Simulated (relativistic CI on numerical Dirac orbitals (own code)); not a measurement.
# Mo⁴⁺: L-alpha,beta emission multiplets

Wanted: the shape of the L-alpha,beta emission spectrum of Mo⁴⁺ in 3 surroundings, from the same atomic integrals.

The numbers are computed with relativistic CI on numerical Dirac orbitals (own code) version 1 (Dirac-Coulomb-Breit CI, KLI orbitals optimised for each configuration, model QED (radiative potential, 1s self-energy scaled to tabulated hydrogen-like ionisation energies), valence Slater integrals scaled by 0.8, multiplet model of X-ray emission after core ionisation in a parametric crystal field), except any that are marked as measured or tabulated.

## Step 1: Starting point

```
ion            : Mo⁴⁺ (Mo V)
nuclear charge : 42
electrons      : 38
configurations : [Kr] 4d2 → [He] 2s2 2p5 3s2 3p6 3d10 4s2 4p6 4d2 → [Ar] 3d9 4s2 4p6 4d2
temperature    : 300 K
widths         : Lorentz 1.4 eV, Gauss 0.6 eV
surrounding 1  : Oh, 10Dq = 45550 cm⁻¹
surrounding 2  : Oh, 10Dq = 58300 cm⁻¹
surrounding 3  : Oh, 10Dq = 71050 cm⁻¹
```

## Step 2: Surrounding 1: Oh, 10Dq = 45550

The run's settings:

```ini
atom Mo  Z=42  charge=4  electrons=38
nucleus A=98  rms_radius_fm=4.4091
hamiltonian dirac-coulomb  breit=on  qed=on  c_scale=1
orbitals kli  potential=per-configuration
slater_scale 0.8
correlation none
mixing on
configurations
  [Kr] 4d2
  [He] 2s2 2p5 3s2 3p6 3d10 4s2 4p6 4d2
  [Ar] 3d9 4s2 4p6 4d2
end
emission L-alpha,beta T=300 lorentz=1.4 gauss=0.6
crystal_field Oh 10Dq=45550
```

## Step 3: Surrounding 2: Oh, 10Dq = 58300

Changes to the settings of step 2:

```diff
@@ -13,2 +13,2 @@
 emission L-alpha,beta T=300 lorentz=1.4 gauss=0.6
-crystal_field Oh 10Dq=45550
+crystal_field Oh 10Dq=58300
```

## Step 4: Surrounding 3: Oh, 10Dq = 71050

Changes to the settings of step 3:

```diff
@@ -13,2 +13,2 @@
 emission L-alpha,beta T=300 lorentz=1.4 gauss=0.6
-crystal_field Oh 10Dq=58300
+crystal_field Oh 10Dq=71050
```

(Steps that only read results are left out.)

What does the calculation give? Wanted: highest peak, first run; ground spin.

**Answer**, as computed:

| surrounding | ground S | centroid (eV) | spread (eV) | up to four highest peaks (% of the highest), eV |
| --- | --- | --- | --- | --- |
| 1: Oh | 1.00 | 2329.53 | 48.44 | 2295.2 (100), 2397.0 (52) |
| 2: Oh | 1.00 | 2329.53 | 48.44 | 2295.0 (100), 2397.0 (51) |
| 3: Oh | 1.00 | 2329.52 | 48.44 | 2295.0 (100), 2397.0 (51) |

| quantity | value |
| --- | --- |
| highest peak, first run | 2295.2 eV |
| ground spin (effective S from ⟨S²⟩) | 1.00 |

The highest peak stays in place, within the step of the energy grid, in all surroundings. Photon energies are those of the free ion; lines in solids lie some eV away, more where the ion's charge is far from that in the solid.
